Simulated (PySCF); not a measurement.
# Solver options tried on AsO

The same problem is solved with other solver options, one edit a run.

Program: PySCF 2.14.0. Level of theory: method and basis as typed in the scripts. These are calculated values, not measurements.

3 further runs of the same task are left out: 3 that didn't finish.

### Step 1. Starting geometry

AsO: 2 atoms, charge 0, spin multiplicity 2.

Bond lengths: As1–O2 1.686 Å.

### Step 2. The base run

input.py reads:

```python
from pyscf import gto, dft

mol = gto.M(
    atom='As 0 0 0; O 0 0 1.686',
    basis='sbkjc',
    ecp={'As': 'sbkjc', 'O': 'sbkjc'},
    charge=0,
    spin=1,
    verbose=4,
)
mf = dft.ROKS(mol, xc='lc_wpbe')
mf = mf.density_fit(auxbasis='def2-universal-jkfit')
mf.kernel()
g = mf.nuc_grad_method()
g.grid_response = True
g.kernel()
mf.dip_moment()
print('orbital energies (hartree):', mf.mo_energy[..., max(0, mol.nelec[1]-3):mol.nelec[0]+3].round(4))
```

On the command line:

```
$ python input.py
```

Its log is not repeated here.

It gives: E(SCF) = -22.125059 Eh, 12 cycles, μ = 3.35 D, gradient on the second atom 0.0218 Eh/bohr.

The bond length is a typed value, not an optimised one.

### Step 3. DIIS space 20

Variant 1 changes DIIS space: default → 20.

input.py reads:

```python
from pyscf import gto, dft

mol = gto.M(
    atom='As 0 0 0; O 0 0 1.686',
    basis='sbkjc',
    ecp={'As': 'sbkjc', 'O': 'sbkjc'},
    charge=0,
    spin=1,
    verbose=4,
)
mf = dft.ROKS(mol, xc='lc_wpbe')
mf = mf.density_fit(auxbasis='def2-universal-jkfit')
mf.diis_space = 20
mf.kernel()
g = mf.nuc_grad_method()
g.grid_response = True
g.kernel()
mf.dip_moment()
print('orbital energies (hartree):', mf.mo_energy[..., max(0, mol.nelec[1]-3):mol.nelec[0]+3].round(4))
```

On the command line:

```
$ python input.py
```

### Step 4. Initial guess mod_huckel

Variant 2 changes initial guess: minao → mod_huckel.

Changes to input.py since step 2:

```diff
@@ -12,2 +12,3 @@
 mf = mf.density_fit(auxbasis='def2-universal-jkfit')
+mf.init_guess = 'mod_huckel'
 mf.kernel()
```

### Step 5. DIIS space 12

Variant 3 changes DIIS space: default → 12.

Changes to input.py since step 2:

```diff
@@ -12,2 +12,3 @@
 mf = mf.density_fit(auxbasis='def2-universal-jkfit')
+mf.diis_space = 12
 mf.kernel()
```

What does the calculation give? Wanted: for each run, E(SCF); from base; SCF dipole.

As calculated:

| run | E(SCF) (hartree) | from base (eV) | cycles | SCF dipole (D) |
| --- | --- | --- | --- | --- |
| base | -22.125059 | 0 | 12 | 3.35 |
| DIIS space 20 | -22.125059 | 0.0000 | 12 | 3.35 |
| initial guess mod_huckel | -22.125059 | 0.0000 | 11 | 3.35 |
| DIIS space 12 | -22.125059 | 0.0000 | 12 | 3.35 |

Distance from each run's final energy (log10 hartree) by cycle:

| run | cycle 1 | cycle 2 | cycle 3 | cycle 5 | cycle 8 | cycle 12 |
| --- | --- | --- | --- | --- | --- | --- |
| base | -0.1 | 0.2 | -2.2 | -3.6 | -7.1 | < -11 |
| DIIS space 20 | -0.1 | 0.2 | -2.2 | -3.6 | -7.1 | < -11 |
| initial guess mod_huckel | 0.2 | 0.3 | -1.7 | -3.2 | -6.1 | done |
| DIIS space 12 | -0.1 | 0.2 | -2.2 | -3.6 | -7.1 | < -11 |

In words: No change of the SCF energy comes from DIIS space 20 or initial guess mod_huckel or DIIS space 12. With DIIS space 20, initial guess mod_huckel, DIIS space 12 the path hardly changes: 11 to 12 cycles against 12.
